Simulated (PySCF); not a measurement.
# C6H12Si: the cost of one run

Computed with PySCF 2.14.0 and routines of our own; the level stands in each step. Atoms count from 0.

## 1. The starting structure

19 atoms, charge 0, multiplicity 1; geometry from: GFN2-xTB.

## 2. Magnetic properties: GIAO HF/pcSseg-1

What the job is given:

```
{"job": {"kind": "mag", "xc": "HF", "basis": "pcSseg-1", "isotopologues": 2}, "charge": 0, "multiplicity": 1}
C      3.282589    -0.184644    -0.759431
C      2.262449     0.213174    -0.015962
Si     0.471129     0.209823    -0.583811
C     -0.589104     1.698134    -0.015984
C     -1.502414     0.780970     0.822750
C     -0.826586    -0.589608     0.590637
C     -1.751998    -1.636568    -0.009965
H      4.303314    -0.161829    -0.408902
H      3.139290    -0.553836    -1.761634
H      2.468326     0.574566     0.984822
H      0.361183    -0.174257    -1.995796
H     -1.127075     2.229716    -0.796993
H     -0.074730     2.445667     0.584225
H     -2.526936     0.783357     0.452952
H     -1.527226     1.063998     1.874551
H     -0.413783    -0.986877     1.520379
H     -2.196652    -1.267982    -0.932165
H     -1.204169    -2.548725    -0.238143
H     -2.557412    -1.885830     0.681007
```

Level: GIAO HF/pcSseg-1 magnetisability, rotational g tensor and spin-rotation constants, non-relativistic, gas phase.

Run with:

```console
> OMP_NUM_THREADS=1 python excited_run.py task.json out
```

This one command runs all jobs of the session in turn.

Q: Estimate the wall time and peak memory of this first job on 1 thread of Arm Neoverse N1, shared host.

About 27 s, with a peak of 0.82 GiB.
